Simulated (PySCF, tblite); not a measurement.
# C₂H₆FGeN, a complex of two parts: NMR shifts, interaction energy, spin-spin couplings and core binding energies, part 3 of 3

tblite 0.8.0 and PySCF 2.14.0. Atoms count from 0, parts from 1. Earlier steps stand in the parts before.

### Step 7. Spin-spin couplings: B3LYP/pcSseg-1+pcJ-1

The job: settings as JSON, then the geometry in Å.

```
{"job": {"kind": "j", "xc": "B3LYP", "basis": "pcJ-1"}, "charge": 0, "multiplicity": 1, "parts": [{"atoms": "0-4", "charge": 0, "multiplicity": 1}, {"atoms": "5-10", "charge": 0, "multiplicity": 1}]}
Ge     0.034264    -0.067265    -0.537826
F      0.337770    -0.160075    -2.291942
H     -1.475088    -0.289131    -0.427509
H      0.894478    -1.197918     0.029023
H      0.503583     1.341139    -0.168817
C     -0.790327     0.117330     4.802704
C     -0.593552     0.084622     3.365257
N     -0.430056     0.059214     2.223097
H      0.168501     0.292992     5.308531
H     -1.486495     0.923573     5.069778
H     -1.204798    -0.839220     5.148066
```

Method: B3LYP/pcJ-1 Ge:pcSseg-1 indirect spin-spin coupling, non-relativistic, gas phase.

Output:

```text
coarse grid: 43032 points
cycle   1  E = -2311.1340289844  dE = -5.114e-01  |g| = 1.171e+00  |ddm| = 2.733e+00
cycle   2  E = -2310.7741729448  dE =  3.599e-01  |g| = 1.863e+00  |ddm| = 1.688e+00
cycle   3  E = -2311.2534030224  dE = -4.792e-01  |g| = 3.851e-01  |ddm| = 1.261e+00
cycle   4  E = -2311.2749831546  dE = -2.158e-02  |g| = 1.511e-01  |ddm| = 2.573e-01
cycle   5  E = -2311.2784807910  dE = -3.498e-03  |g| = 7.530e-02  |ddm| = 1.210e-01
cycle   6  E = -2311.2794293227  dE = -9.485e-04  |g| = 4.771e-03  |ddm| = 3.869e-02
cycle   7  E = -2311.2794327219  dE = -3.399e-06  |g| = 1.323e-03  |ddm| = 5.266e-03
final grid: 90288 points
cycle   8  E = -2311.2793856818  dE =  2.752e-08  |g| = 1.519e-03  |ddm| = 2.454e-03
cycle   9  E = -2311.2793850096  dE =  6.722e-07  |g| = 2.440e-03  |ddm| = 2.610e-03
cycle  10  E = -2311.2793860121  dE = -1.003e-06  |g| = 7.630e-04  |ddm| = 1.701e-03
cycle  11  E = -2311.2793861342  dE = -1.220e-07  |g| = 7.394e-05  |ddm| = 4.230e-04
cycle  12  E = -2311.2793861350  dE = -8.899e-10  |g| = 1.802e-05  |ddm| = 5.095e-05
converged SCF energy = -2311.2793861350

Indirect spin-spin couplings (Hz)
  i      j    bonds     total        FC       PSO       DSO        SD
  1 F    2 H    2     39.504    41.739     1.271    -2.333    -1.174
  1 F    3 H    2     39.749    41.982     1.263    -2.323    -1.173
  1 F    4 H    2     39.231    41.467     1.286    -2.344    -1.177
  1 F    6 C   99      3.702     2.552     1.091    -0.408     0.466
  1 F    7 N   99    -10.306   -10.173    -0.058     0.218    -0.294
  1 F    8 H   99     -0.614    -0.142     0.321    -0.803     0.010
  1 F    9 H   99     -0.616    -0.147     0.331    -0.812     0.011
  1 F   10 H   99     -0.612    -0.141     0.323    -0.804     0.010
  2 H    3 H    2     24.657    28.655     1.256    -5.254         -
  2 H    4 H    2     24.696    28.676     1.252    -5.233         -
  2 H    6 C   99      1.347     1.136     0.346    -0.088    -0.047
  2 H    7 N   99     -2.931    -2.793     0.072    -0.163    -0.047
  2 H    8 H   99      0.212     0.247     0.505    -0.540         -
  2 H    9 H   99      0.207     0.072     0.220    -0.085         -
  2 H   10 H   99      0.224     0.088     0.208    -0.073         -
  3 H    4 H    2     24.644    28.622     1.249    -5.227         -
  3 H    6 C   99      1.323     1.123     0.314    -0.070    -0.044
  3 H    7 N   99     -3.014    -2.878     0.071    -0.168    -0.040
  3 H    8 H   99      0.257     0.095     0.186    -0.024         -
  3 H    9 H   99      0.273     0.282     0.511    -0.520         -
  3 H   10 H   99      0.256     0.095     0.191    -0.030         -
  4 H    6 C   99      1.348     1.140     0.340    -0.086    -0.046
  4 H    7 N   99     -2.917    -2.780     0.072    -0.163    -0.046
  4 H    8 H   99      0.234     0.092     0.199    -0.057         -
  4 H    9 H   99      0.213     0.074     0.217    -0.078         -
  4 H   10 H   99      0.220     0.251     0.507    -0.537         -
  5 C    6 C    1     68.982    70.202    -1.777     0.189     0.368
  5 C    7 N    2      2.788     2.433     0.392     0.070    -0.108
  5 C    8 H    1    143.040   141.272     1.080     0.527     0.160
  5 C    9 H    1    143.005   141.238     1.080     0.527     0.161
  5 C   10 H    1    142.995   141.228     1.080     0.527     0.160
  6 C    7 N    1    -23.238   -15.663    -0.721    -0.013    -6.841
  6 C    8 H    2     -9.769    -9.879     0.100    -0.139     0.149
  6 C    9 H    2     -9.789    -9.900     0.101    -0.141     0.152
  6 C   10 H    2     -9.777    -9.888     0.101    -0.141     0.152
  7 N    8 H    3     -1.934    -1.781    -0.384     0.196     0.035
  7 N    9 H    3     -1.945    -1.787    -0.392     0.197     0.037
  7 N   10 H    3     -1.948    -1.791    -0.391     0.197     0.037
  8 H    9 H    2    -18.062   -18.114     2.947    -2.895         -
  8 H   10 H    2    -18.063   -18.115     2.946    -2.894         -

== part 1 alone, relaxed ==
coarse grid: 20136 points
cycle   1  E = -2178.4000733840  dE = -7.224e-01  |g| = 1.100e+00  |ddm| = 1.875e+00
cycle   2  E = -2178.1464873315  dE =  2.536e-01  |g| = 1.685e+00  |ddm| = 1.430e+00
cycle   3  E = -2178.4967478829  dE = -3.503e-01  |g| = 2.969e-01  |ddm| = 1.078e+00
cycle   4  E = -2178.5084135131  dE = -1.167e-02  |g| = 6.557e-02  |ddm| = 1.665e-01
cycle   5  E = -2178.5087784747  dE = -3.650e-04  |g| = 6.163e-03  |ddm| = 3.339e-02
cycle   6  E = -2178.5087838039  dE = -5.329e-06  |g| = 8.389e-04  |ddm| = 5.591e-03
final grid: 40760 points
cycle   7  E = -2178.5087794854  dE =  1.633e-08  |g| = 1.186e-03  |ddm| = 1.637e-03
cycle   8  E = -2178.5087792814  dE =  2.040e-07  |g| = 1.760e-03  |ddm| = 1.638e-03
cycle   9  E = -2178.5087796570  dE = -3.755e-07  |g| = 1.969e-04  |ddm| = 9.081e-04
cycle  10  E = -2178.5087796620  dE = -5.035e-09  |g| = 1.717e-05  |ddm| = 1.152e-04
cycle  11  E = -2178.5087796621  dE = -1.064e-10  |g| = 1.075e-06  |ddm| = 2.598e-05
converged SCF energy = -2178.5087796621

Indirect spin-spin couplings (Hz)
  i      j    bonds     total        FC       PSO       DSO        SD
  1 F    2 H    2     33.971    35.710     2.352    -2.820    -1.271
  1 F    3 H    2     33.985    35.724     2.351    -2.819    -1.272
  1 F    4 H    2     33.999    35.738     2.350    -2.819    -1.271
  2 H    3 H    2     28.793    32.489     1.339    -5.096     0.060
  2 H    4 H    2     28.796    32.493     1.339    -5.096     0.060
  3 H    4 H    2     28.794    32.491     1.339    -5.097     0.060

== part 2 alone, relaxed ==
coarse grid: 5096 points
cycle   1  E = -132.6943249577  dE =  2.038e-01  |g| = 4.312e-01  |ddm| = 2.003e+00
cycle   2  E = -132.5180659421  dE =  1.763e-01  |g| = 9.958e-01  |ddm| = 1.105e+00
cycle   3  E = -132.7381583782  dE = -2.201e-01  |g| = 9.765e-02  |ddm| = 7.449e-01
cycle   4  E = -132.7402591888  dE = -2.101e-03  |g| = 3.190e-02  |ddm| = 8.203e-02
cycle   5  E = -132.7404913564  dE = -2.322e-04  |g| = 5.388e-03  |ddm| = 2.326e-02
cycle   6  E = -132.7404980026  dE = -6.646e-06  |g| = 9.850e-04  |ddm| = 4.622e-03
final grid: 49528 points
cycle   7  E = -132.7639436824  dE = -4.083e-05  |g| = 4.026e-03  |ddm| = 8.904e-03
cycle   8  E = -132.7639429400  dE =  7.424e-07  |g| = 4.308e-03  |ddm| = 5.044e-03
cycle   9  E = -132.7639472700  dE = -4.330e-06  |g| = 2.327e-04  |ddm| = 2.573e-03
cycle  10  E = -132.7639472594  dE =  1.065e-08  |g| = 3.312e-04  |ddm| = 3.868e-04
cycle  11  E = -132.7639472816  dE = -2.218e-08  |g| = 6.525e-05  |ddm| = 2.283e-04
cycle  12  E = -132.7639472825  dE = -9.515e-10  |g| = 8.829e-06  |ddm| = 4.426e-05
converged SCF energy = -132.7639472825

Indirect spin-spin couplings (Hz)
  i      j    bonds     total        FC       PSO       DSO        SD
  0 C    1 C    1     68.857    69.921    -1.654     0.177     0.412
  0 C    2 N    2      3.407     3.030     0.400     0.080    -0.103
  0 C    3 H    1    141.833   140.051     1.115     0.508     0.160
  0 C    4 H    1    141.825   140.042     1.115     0.508     0.159
  0 C    5 H    1    141.821   140.039     1.115     0.508     0.159
  1 C    2 N    1    -19.584   -12.506    -0.331     0.006    -6.754
  1 C    3 H    2     -9.751    -9.855     0.138    -0.182     0.149
  1 C    4 H    2     -9.760    -9.864     0.138    -0.182     0.148
  1 C    5 H    2     -9.759    -9.863     0.138    -0.182     0.148
  2 N    3 H    3     -1.676    -1.539    -0.402     0.229     0.036
  2 N    4 H    3     -1.677    -1.541    -0.401     0.229     0.036
  2 N    5 H    3     -1.678    -1.541    -0.402     0.229     0.036
  3 H    4 H    2    -17.604   -17.845     2.960    -2.947     0.228
  3 H    5 H    2    -17.605   -17.846     2.960    -2.947     0.228
```

It took 20 s on 1 thread of AMD EPYC 9R45, shared host; peak memory 0.88 GiB.

A choice of the couplings up to four bonds, sorted by the number of bonds, with means over like pairs; isotopes 13C, 19F, 1H, 15N:

```
  pair  bonds  J (Hz)  Fermi contact (Hz)
 C5–H8      1   143.0               141.2
 C5–H9      1   143.0               141.2
 C5–C6      1    69.0                70.2
 C6–N7      1   -23.2               -15.7
 F1–H3      2    39.7                42.0
 F1–H2      2    39.4                41.6
 H2–H4      2    24.7                28.7
 H2–H3      2    24.7                28.6
H8–H10      2   -18.1               -18.1
 H8–H9      2   -18.1               -18.1
 C6–H9      2    -9.8                -9.9
 C6–H8      2    -9.8                -9.9
 C5–N7      2     2.8                 2.4
 N7–H9      3    -1.9                -1.8
 N7–H8      3    -1.9                -1.8
```

The spin-dipole term was solved for some atoms only; pairs without it lack that part.

The response was solved for the nuclei of C, F, H, N alone, so couplings that need other nuclei can be missing.

Quadrupole couplings from the field gradients of the same density:

```
atom  isotope  eQq/h (MHz)     η
 Ge0     73Ge       -110.0  0.00
  N7      14N       -4.060  0.00
```

What binding changes (parts relaxed alone, same level, their own basis):

```
 pair  alone (Hz)  in the cluster  change (Hz)
F1–H3        34.0            39.7         +5.8
F1–H2        34.0            39.5         +5.5
F1–H4        34.0            39.2         +5.2
H3–H4        28.8            24.6         -4.2
H2–H3        28.8            24.7         -4.1
H2–H4        28.8            24.7         -4.1
```

### Step 8. Core-electron binding energies: SCAN, X2C

Same as in step 7 but for these lines:

```diff
@@ -1,2 +1,2 @@
-{"job": {"kind": "j", "xc": "B3LYP", "basis": "pcJ-1"}, "charge": 0, "multiplicity": 1, "parts": [{"atoms": "0-4", "charge": 0, "multiplicity": 1}, {"atoms": "5-10", "charge": 0, "multiplicity": 1}]}
+{"job": {"kind": "xps", "holes": 3}, "charge": 0, "multiplicity": 1, "parts": [{"atoms": "0-4", "charge": 0, "multiplicity": 1}, {"atoms": "5-10", "charge": 0, "multiplicity": 1}]}
 Ge     0.034264    -0.067265    -0.537826
```

With the program's defaults for keys left out, this is: delta-SCF UKS SCAN, pcX-2 on the ionised atom, pcseg-1 elsewhere, spin-free X2C.

Output:

```text
ground state, core basis on atom 1 (F), 144 functions
  cycle   1  E = -2328.33809154  |g| = 7.96e-01
  cycle   2  E = -2327.83827148  |g| = 1.87e+00
  cycle   3  E = -2328.44132422  |g| = 1.64e-01
  cycle   4  E = -2328.44492204  |g| = 1.18e-01
  cycle   5  E = -2328.44741184  |g| = 6.24e-02
  cycle   6  E = -2328.44819237  |g| = 8.45e-03
  cycle   7  E = -2328.44820429  |g| = 2.27e-03
  cycle   8  E = -2328.44820684  |g| = 6.85e-04
  cycle   9  E = -2328.44820652  |g| = 7.11e-05
  E(ground) = -2328.58194476 Eh
hole in F 1s of atom 1
  cycle   1  E = -2302.17370038  |g| = 2.59e+00
  cycle   2  E = -2302.18215739  |g| = 2.11e+00
  cycle   3  E = -2303.06282237  |g| = 2.47e-01
  cycle   4  E = -2303.06661239  |g| = 1.58e-01
  cycle   5  E = -2303.07560824  |g| = 8.79e-02
  cycle   6  E = -2303.07899053  |g| = 1.66e-02
  cycle   7  E = -2303.07914674  |g| = 3.25e-03
  cycle   8  E = -2303.07915001  |g| = 9.90e-04
  cycle   9  E = -2303.07915139  |g| = 3.85e-04
  E(ion) = -2303.22081233 Eh   <S^2> = 0.7569   hole on atom = 1.000   binding energy = 690.112 eV
ground state, core basis on atom 6 (C), 144 functions
  cycle   1  E = -2328.40822758  |g| = 8.03e-02
  cycle   2  E = -2328.40653821  |g| = 1.13e-01
  cycle   3  E = -2328.40848042  |g| = 3.66e-02
  cycle   4  E = -2328.40853883  |g| = 3.19e-02
  cycle   5  E = -2328.40876217  |g| = 1.81e-03
  cycle   6  E = -2328.40876302  |g| = 4.04e-04
  E(ground) = -2328.54220874 Eh
hole in C 1s of atom 6
  cycle   1  E = -2317.09593075  |g| = 1.50e+00
  cycle   2  E = -2309.29605471  |g| = 3.36e+00
  cycle   3  E = -2316.53513030  |g| = 1.57e+00
  cycle   4  E = -2317.41640628  |g| = 7.02e-01
  cycle   5  E = -2317.48548688  |g| = 5.90e-01
  cycle   6  E = -2316.72082015  |g| = 1.26e+00
  cycle   7  E = -2317.54292763  |g| = 3.57e-01
  cycle   8  E = -2317.63859817  |g| = 2.87e-02
  cycle   9  E = -2317.63935662  |g| = 1.20e-02
  cycle  10  E = -2317.63949176  |g| = 5.70e-03
  cycle  11  E = -2317.63955216  |g| = 3.52e-03
  cycle  12  E = -2317.63958773  |g| = 2.19e-03
  cycle  13  E = -2317.63959909  |g| = 8.32e-04
  cycle  14  E = -2317.63959828  |g| = 3.27e-04
  E(ion) = -2317.77147648 Eh   <S^2> = 0.8276   hole on atom = 1.000   binding energy = 293.087 eV
ground state, core basis on atom 7 (N), 144 functions
  cycle   1  E = -2328.41784321  |g| = 7.43e-02
  cycle   2  E = -2328.41726865  |g| = 5.66e-02
  cycle   3  E = -2328.41654234  |g| = 8.06e-02
  cycle   4  E = -2328.41793470  |g| = 7.15e-03
  cycle   5  E = -2328.41794901  |g| = 1.22e-03
  cycle   6  E = -2328.41794895  |g| = 4.12e-04
  E(ground) = -2328.54777720 Eh
hole in N 1s of atom 7
  cycle   1  E = -2312.80607943  |g| = 1.85e+00
  cycle   2  E = -2304.45110816  |g| = 3.40e+00
  cycle   3  E = -2312.18186835  |g| = 1.73e+00
  cycle   4  E = -2313.42208248  |g| = 4.22e-01
  cycle   5  E = -2313.44278280  |g| = 3.80e-01
  cycle   6  E = -2313.49657026  |g| = 1.09e-01
  cycle   7  E = -2313.50313957  |g| = 2.91e-02
  cycle   8  E = -2313.50366408  |g| = 9.38e-03
  cycle   9  E = -2313.50378613  |g| = 5.81e-03
  cycle  10  E = -2313.50384251  |g| = 3.38e-03
  cycle  11  E = -2313.50385835  |g| = 1.04e-03
  cycle  12  E = -2313.50385950  |g| = 2.94e-04
  E(ion) = -2313.63377081 Eh   <S^2> = 0.8097   hole on atom = 1.000   binding energy = 405.831 eV

== part 1 alone, relaxed ==
ground state, core basis on atom 1 (F), 87 functions
  cycle   1  E = -2195.65228680  |g| = 6.92e-01
  cycle   2  E = -2195.24855414  |g| = 1.73e+00
  cycle   3  E = -2195.72527551  |g| = 6.43e-02
  cycle   4  E = -2195.72609017  |g| = 3.64e-02
  cycle   5  E = -2195.72635639  |g| = 9.41e-03
  cycle   6  E = -2195.72637559  |g| = 8.78e-04
  cycle   7  E = -2195.72637756  |g| = 1.05e-04
  E(ground) = -2195.85366841 Eh
hole in F 1s of atom 1
  cycle   1  E = -2169.41203151  |g| = 2.59e+00
  cycle   2  E = -2169.43042038  |g| = 2.10e+00
  cycle   3  E = -2170.30045837  |g| = 2.33e-01
  cycle   4  E = -2170.31205364  |g| = 3.26e-02
  cycle   5  E = -2170.31252120  |g| = 1.51e-02
  cycle   6  E = -2170.31265905  |g| = 3.08e-03
  cycle   7  E = -2170.31266109  |g| = 7.70e-04
  cycle   8  E = -2170.31266220  |g| = 1.45e-04
  E(ion) = -2170.44744837 Eh   <S^2> = 0.7569   hole on atom = 1.000   binding energy = 691.338 eV

== part 2 alone, relaxed ==
ground state, core basis on atom 1 (C), 88 functions
  cycle   1  E = -132.69569691  |g| = 4.25e-01
  cycle   2  E = -132.50737275  |g| = 9.67e-01
  cycle   3  E = -132.73084710  |g| = 1.98e-01
  cycle   4  E = -132.74039140  |g| = 2.08e-02
  cycle   5  E = -132.74048681  |g| = 7.40e-03
  cycle   6  E = -132.74049846  |g| = 2.30e-03
  cycle   7  E = -132.74049918  |g| = 5.29e-04
  cycle   8  E = -132.74050001  |g| = 2.65e-05
  E(ground) = -132.74692422 Eh
hole in C 1s of atom 1
  cycle   1  E = -121.45566959  |g| = 1.50e+00
  cycle   2  E = -120.43050038  |g| = 2.02e+00
  cycle   3  E = -121.45449619  |g| = 1.12e+00
  cycle   4  E = -121.95000698  |g| = 2.60e-01
  cycle   5  E = -121.98198589  |g| = 9.46e-02
  cycle   6  E = -121.98709480  |g| = 2.11e-02
  cycle   7  E = -121.98742674  |g| = 8.34e-03
  cycle   8  E = -121.98754161  |g| = 4.71e-03
  cycle   9  E = -121.98762446  |g| = 2.33e-03
  cycle  10  E = -121.98764816  |g| = 5.00e-04
  cycle  11  E = -121.98764822  |g| = 9.24e-05
  E(ion) = -121.99193988 Eh   <S^2> = 0.8215   hole on atom = 1.000   binding energy = 292.658 eV
ground state, core basis on atom 2 (N), 88 functions
  cycle   1  E = -132.74981257  |g| = 7.42e-02
  cycle   2  E = -132.74922656  |g| = 5.69e-02
  cycle   3  E = -132.74851663  |g| = 8.04e-02
  cycle   4  E = -132.74991063  |g| = 6.88e-03
  cycle   5  E = -132.74992218  |g| = 4.79e-04
  E(ground) = -132.75269562 Eh
hole in N 1s of atom 2
  cycle   1  E = -117.16431075  |g| = 1.84e+00
  cycle   2  E = -116.07730789  |g| = 2.23e+00
  cycle   3  E = -117.57640763  |g| = 8.20e-01
  cycle   4  E = -117.78167976  |g| = 3.99e-01
  cycle   5  E = -117.84484223  |g| = 1.17e-01
  cycle   6  E = -117.85301950  |g| = 2.91e-02
  cycle   7  E = -117.85356057  |g| = 1.12e-02
  cycle   8  E = -117.85371241  |g| = 5.19e-03
  cycle   9  E = -117.85378795  |g| = 2.55e-03
  cycle  10  E = -117.85379480  |g| = 3.73e-04
  E(ion) = -117.85639194 Eh   <S^2> = 0.8103   hole on atom = 1.000   binding energy = 405.349 eV
```

It took 11 s on 1 thread of AMD EPYC 9R45, shared host; peak memory 0.5 GiB.

Binding energies by hole, beside the orbital energy of the ground state; the difference holds orbital relaxation and, for a density functional, its self-interaction error:

```
     hole  stands for            environment  ΔSCF (eV)  −ε (eV)   ⟨S²⟩
F1s on F1          F1  fluorine bonded to Ge     690.11    664.5  0.757
C1s on C6          C6  carbon bonded to C, N     293.09    275.5  0.828
N1s on N7          N7   nitrogen bonded to C     405.83    386.6  0.810
```

Against the parts alone, each relaxed by itself:

```
     hole  alone (eV)  in the cluster  change (eV)
F1s on F1      691.34          690.11        -1.23
C1s on C6      292.66          293.09        +0.43
N1s on N7      405.35          405.83        +0.48
```

### Step 9. Comparing the runs

Energies in kcal/mol, with wall time:

```
                   run  counterpoise  BSSE  electrostatic  Pauli  orbital  dispersion   time
wB97M-D3(BJ)/def2-SVPD         -5.94  1.41         -10.48   9.15    -4.82       -1.20   19 s
 PBE0-D3(BJ)/def2-SVPD         -6.08  1.33          -9.93   8.69    -5.14       -1.04  9.6 s
```

### Step 10. Outcome

The summary covers parts 1 to 3.

```
                                                                     quantity                                                                                     value
                                                    binding energy (GFN2-xTB)                                                                            -8.77 kcal/mol
                                         rotational constants (main isotopes)                                                                     50.72, 0.74, 0.74 GHz
shieldings of C, H, Ge, F (PBE0/pcSseg-2, a mean where the table joins atoms)  C6 60.9, C5 183.7, H3 26.2, H2 26.2, H8 29.5, H9 29.5, Ge0 1413.0, F1 407.0 ppm and more
                                              largest proton shift on binding                                                                             H2, -0.41 ppm
                    interaction energy, counterpoise (wB97M-D3(BJ)/def2-SVPD)                                                                            -5.94 kcal/mol
                                                          superposition error                                                                             1.41 kcal/mol
                                            binding energy (with deformation)                                                                            -5.56 kcal/mol
                         largest coupling of the table (B3LYP/pcSseg-1+pcJ-1)                                                                   1J(C,H) C5–H8, 143.0 Hz
                                             F1s binding energies, SCAN/pcX-2                                                                              F1 690.11 eV
                 C1s binding energies, SCAN/pcX-2 (standing for 1 of 2 atoms)                                                                              C6 293.09 eV
                                             N1s binding energies, SCAN/pcX-2                                                                              N7 405.83 eV
                  range of the interaction energy over the runs of this table                                                                   -6.08 to -5.94 kcal/mol
```

**Reading.** At its xTB geometry the search ends with the contact Ge0···N7 (tetrel bond, 2.59 Å); 6 starts can't prove it the lowest minimum. A later relaxation moves these distances. The optimisation took 9 steps and gained 0.108 eV; among the close pairs (by a distance rule), Ge0–H3 changed most, from 1.472 to 1.530 Å. At PBE0/pcSseg-2: The largest span, 509 ppm, is at N7, where the paramagnetic term is -362 ppm. On binding (GIAO PBE0/pcSseg-2 NMR shielding, non-relativistic, gas phase), H2 moves most among the protons, 0.41 ppm upfield. The attractive terms split as electrostatic 64 %, orbital 29 %, dispersion 7 %, against 9.15 kcal/mol of Pauli repulsion. The terms sum to the uncorrected energy, so the orbital term holds the superposition error. The superposition error is 24 % of the corrected value, so this basis is small for the task. In the run at B3LYP/pcSseg-1+pcJ-1, the largest coupling of the table is C5–H8 (mean over like pairs), 143.0 Hz, of which the Fermi-contact term gives 141.2 Hz. Binding moves the F1s level of F1 by -1.23 eV. The interaction energy runs from -6.08 (PBE0-D3(BJ)/def2-SVPD) to -5.94 kcal/mol (wB97M-D3(BJ)/def2-SVPD). Spin-orbit coupling is left out, which matters for shieldings and couplings at and beside the heavy atoms.
